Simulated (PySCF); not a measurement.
# C₄H₉BGe: electronic excitations

What electronic excitations should C₄H₉BGe (`B/C(C=C)=[CH]/[GeH3]`) show?

Computed with PySCF 2.14.0, with density-fitted response routines of our own, on a single molecule in the gas phase. Atoms count from 0, in the outputs and in this text.

## 1. The starting structure

15 atoms, charge 0, multiplicity 1; geometry from: GFN2-xTB.

Bonds of the start (Å): B0–C1 1.55, C1–C2 1.46, C2–C3 1.33, C1–C4 1.35, C4–Ge5 1.95, B0–H6 1.17, B0–H7 1.17, C2–H8 1.09, C3–H9 1.08, C3–H10 1.08, C4–H11 1.08, Ge5–H12 1.49, Ge5–H13 1.50, Ge5–H14 1.50.

## 2. TDDFT and polarisability: CAM-B3LYP/def2-SVPD

The job: settings as JSON, then the geometry in Å.

```
{"job": {"kind": "uv", "xc": "CAM-B3LYP", "basis": "def2-SVPD", "nstates": 8, "ntriplets": 3}, "charge": 0, "multiplicity": 1}
B      1.837356    -0.796055    -0.944671
C      0.529646    -0.309599    -0.263622
C      0.483582     0.859130     0.606663
C      1.540274     1.441823     1.158584
C     -0.631226    -0.924679    -0.584452
Ge    -2.432357    -0.381779    -0.079827
H      2.672784    -0.031464    -1.235257
H      1.957969    -1.922400    -1.234230
H     -0.513418     1.235988     0.826822
H      1.442781     2.293236     1.810899
H      2.540840     1.085201     0.979382
H     -0.577980    -1.806307    -1.212184
H     -3.411000    -1.347712    -0.665695
H     -2.795227     0.979857    -0.585281
H     -2.648438    -0.367251     1.400957
```

Level: TDDFT CAM-B3LYP/def2-SVPD, vertical, gas phase, core orbitals frozen in the response.

On the command line:

```bash
$ OMP_NUM_THREADS=1 python probes_run.py task.json out
```

One launch serves the whole session: the jobs run in the order shown.

The program printed:

```text
coarse grid: 55568 points
cycle   1  E = -2259.1892758057  dE = -1.302e-02  |g| = 4.553e-01  |ddm| = 6.708e+00
cycle   2  E = -2259.2021641497  dE = -1.289e-02  |g| = 4.299e-01  |ddm| = 1.506e+00
cycle   3  E = -2259.2255331607  dE = -2.337e-02  |g| = 3.676e-02  |ddm| = 8.369e-01
cycle   4  E = -2259.2256871865  dE = -1.540e-04  |g| = 2.980e-02  |ddm| = 1.315e-01
cycle   5  E = -2259.2259078105  dE = -2.206e-04  |g| = 4.264e-03  |ddm| = 5.839e-02
cycle   6  E = -2259.2259130127  dE = -5.202e-06  |g| = 1.276e-03  |ddm| = 1.282e-02
final grid: 117432 points
cycle   7  E = -2259.2258908714  dE = -1.120e-07  |g| = 1.379e-03  |ddm| = 9.010e-03
cycle   8  E = -2259.2258905419  dE =  3.295e-07  |g| = 1.799e-03  |ddm| = 5.827e-03
cycle   9  E = -2259.2258913939  dE = -8.521e-07  |g| = 1.551e-04  |ddm| = 3.295e-03
cycle  10  E = -2259.2258914007  dE = -6.802e-09  |g| = 2.789e-05  |ddm| = 3.083e-04
cycle  11  E = -2259.2258914013  dE = -5.325e-10  |g| = 1.097e-05  |ddm| = 1.417e-04
converged SCF energy = -2259.2258914013

Static polarisability (au): isotropic 98.266, principal 66.780 93.813 134.206

Singlet excitations
state   eV       nm        f      main configurations
  1   4.5148    274.6   0.15687   H->L 0.92
  2   5.0059    247.7   0.00779   H-1->L 0.93
  3   5.5980    221.5   0.02819   H-2->L 0.62, H-4->L 0.18
  4   5.8181    213.1   0.39284   H->L+1 0.87
  5   6.5339    189.8   0.01771   H-1->L+1 0.80
  6   6.7779    182.9   0.05619   H->L+2 0.37, H-3->L 0.15, H-2->L 0.11
  7   6.8349    181.4   0.05428   H->L+2 0.43, H-3->L 0.23, H-2->L 0.09
  8   6.9891    177.4   0.02763   H-3->L 0.36, H-4->L 0.18, H-7->L 0.10

Triplet excitations (Tamm-Dancoff, eV): 2.8814 4.1400 4.5013
```

Run time: 52 s. Hardware: 1 thread of Arm Neoverse V2, shared host; peak memory 0.96 GiB.

The orbitals next to the gap, with their largest atomic shares:

| orbital | eV | atoms |
| --- | --- | --- |
| HOMO−3 | -10.91 | Ge5 37 %, H12 29 %, H13 12 % |
| HOMO−2 | -10.41 | C2 18 %, B0 15 %, C1 12 % |
| HOMO−1 | -9.96 | C4 21 %, C1 18 %, Ge5 16 % |
| HOMO | -8.36 | C3 24 %, C4 22 %, C2 19 % |
| LUMO | -1.09 | B0 31 %, C4 23 %, C1 16 % |
| LUMO+1 | 0.24 | C3 20 %, B0 17 %, C2 16 % |
| LUMO+2 | 0.94 | Ge5 47 %, B0 14 %, H12 7 % |

With each of the 8 states as a Gaussian band of 0.4 eV half-width at 1/e, the curve within the window shown has maxima at 274 nm (ε 6,400), 213 nm (ε 17,000), 182 nm (ε 5,800) L/(mol cm). Beyond the last state computed it falls off for lack of states. The curve at chosen wavelengths:

| nm | ε (L/mol/cm) |
| --- | --- |
| 170 | 1707 |
| 176 | 4409 |
| 182 | 5845 |
| 188 | 4849 |
| 193 | 4248 |
| 199 | 6669 |
| 205 | 12140 |
| 211 | 16387 |
| 217 | 15889 |
| 223 | 11589 |
| 228 | 7475 |
| 234 | 3873 |
| 240 | 2174 |
| 246 | 1976 |
| 252 | 2763 |
| 258 | 4061 |
| 263 | 5175 |
| 269 | 6141 |
| 275 | 6417 |
| 281 | 5971 |
| 287 | 5010 |
| 293 | 3835 |
| 298 | 2885 |
| 304 | 1920 |
| 310 | 1199 |
| 316 | 709 |

Leading natural transition orbitals of singlet state 4: the hole lies on C4 27 %; C1, C3 about 20 % each; C2 12 %; the particle on C2, C3 about 15 % each; C1 13 %; C4 10 %.

Leading natural transition orbitals of singlet state 1: the hole lies on C3, C4 about 25 % each; C1, C2 about 15 % each; the particle on B0 42 %; C4 16 %; H6, H7 about 10 % each.

Further results of this job:

| property | computed |
| --- | --- |
| dipole moment (D) | 0.32 |
| polarisability (Å³) | 14.56 |
| HOMO–LUMO gap (eV) | 7.27 |
| −ε(HOMO) (eV) | 8.36 |

The fields below are evaluated on a grid from the run's orbitals.

Frontier orbitals at CAM-B3LYP/def2-SVPD, with the share of their density that lies nearest to each atom:

| orbital | energy (eV) | lies on |
| --- | --- | --- |
| HOMO | -8.36 | C3, C4 about 25 % each; C1, C2 about 15 % each |
| LUMO | -1.09 | B0 31 %; C4 23 %; C1 10 % |

ELF in a plane through or near 12 of the atoms.

Values, 10 rows by 14 columns:
```
0.00 0.00 0.00 0.00 0.00 0.00 0.00 0.00 0.00 0.00 0.00 0.00 0.00 0.00
0.00 0.00 0.00 0.00 0.02 0.02 0.00 0.00 0.00 0.00 0.00 0.00 0.00 0.00
0.00 0.00 0.00 0.07 0.98 0.97 0.01 0.02 0.00 0.00 0.00 0.00 0.00 0.00
0.00 0.00 0.00 0.10 0.69 0.56 0.34 0.99 0.07 0.27 0.25 0.02 0.00 0.00
0.00 0.00 0.04 0.98 0.99 0.74 0.43 0.64 0.09 0.18 0.20 0.14 0.02 0.00
0.00 0.00 0.00 0.02 0.03 0.21 0.21 0.79 0.85 0.22 0.36 1.00 0.94 0.00
0.00 0.00 0.00 0.59 0.94 0.09 0.89 0.56 0.74 0.25 0.85 1.00 0.86 0.00
0.00 0.00 0.00 0.05 0.26 1.00 0.95 0.29 0.99 0.54 0.00 0.04 0.00 0.00
0.00 0.00 0.00 0.00 0.08 0.97 0.88 0.00 0.01 0.00 0.00 0.00 0.00 0.00
0.00 0.00 0.00 0.00 0.00 0.00 0.00 0.00 0.00 0.00 0.00 0.00 0.00 0.00
```
The map spans 12.5 Å across and 10.5 Å up, centred on the molecule. Atoms in the plane (x, y in Å): B0 (-1.5, -1.6), C1 (-0.4, -0.5), C2 (-0.7, 0.9), C3 (-1.9, 1.4), C4 (0.9, -0.9), Ge5 (2.5, 0.2), H7 (-1.3, -2.7), H8 (0.1, 1.6), H9 (-2.1, 2.5), H10 (-2.8, 0.8), H11 (1.1, -2.0), H12 (3.7, -0.6).

On the surface of density 0.002 e/bohr³ the electrostatic potential runs, from the 1st to the 99th percentile, from -0.47 V near C3 to 1.28 V near B0.

## 3. Results

| quantity | value |
| --- | --- |
| lowest singlet (CAM-B3LYP/def2-SVPD) | 4.51 eV (275 nm), f = 0.157 |
| brightest single state of those computed | state 4, 5.82 eV, f = 0.393 |
| lowest triplet | 2.88 eV |
| surface potential, 1st and 99th percentile | -0.47 V and 1.28 V |

**Reading.** The first singlet state (HOMO→LUMO 0.92) lies at 4.51 eV and is bright; of the 8 states computed, the strongest absorption comes from state 4 at 5.82 eV. The lowest triplet lies 1.63 eV below the lowest singlet (triplets in Tamm-Dancoff, singlets in full TDDFT). By nearest atom (CAM-B3LYP/def2-SVPD), the HOMO sits on C3, C4 about 25 % each; C1, C2 about 15 % each and the LUMO on B0 31 %; C4 23 %.
